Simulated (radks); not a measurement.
**Ionisation of Xe: one atom, several choices of relativity**

One table from this session's results is given with a row withheld; the runs are named, their logs left out.

The numbers are computed with radks (a radial shooting solver on a logarithmic mesh, Libxc functionals) version 1 (Kohn-Sham, BLYP, spin-unpolarised, spherical densities), except any that are marked as measured or tabulated.

**Starting point**

| Property | Result |
| --- | --- |
| element | xenon (Z = 54) |
| charge | 0 |
| electrons | 54 |
| configuration | [Xe] |
| ion | Xe⁺, [Kr] 4d10 5s2 5p5 |
| choices | non-relativistic; scalar-relativistic; Dirac, 2j+1 shares; Dirac, low j first; scalar-relativistic, finite nucleus; Dirac, 2j+1 shares, finite nucleus; Dirac, c × 0.85; Dirac, c × 1.5; Dirac, c × 0.75 |

The first run:

Settings of this run:

```text
Z 54
configuration [Xe] 6s0 4f0
relativity non-relativistic
functional b88,lyp
spin unpolarised
nucleus point
```

Run with:

```
> python run_ks.py task.json out
```

The same process makes all the runs of this session.

Steps of the session up to this table: non-relativistic: Xe.

One table of the session follows, with a row left open; its other results are not shown here.

It belongs to the step «non-relativistic: Xe». From the orbitals of this run (lengths in bohr):

```
level     <r>  outermost maximum (interpolated)  90 % within  nodes
   3s  0.3205                             0.292        0.469      2
   3p  0.3107                             0.279        0.465      1
   3d  0.2813                             0.227        0.440      0
   4s  0.7467                             0.688         1.07      3
   4p  0.7777                             0.705         1.13      2
   4d  0.8714                             0.745         1.32      1
   5s   1.939                              1.69         2.83      4
   5p       ?                                 ?            ?      ?
```

Estimate the missing values for 5p.

As computed: <r>: 2.339; outermost maximum (interpolated): 1.93; 90 % within: 3.53; nodes: 3. In the column «<r>» it is the highest.

Limits of these values: Spin polarisation and multiplet splitting of open shells are left out at every level.
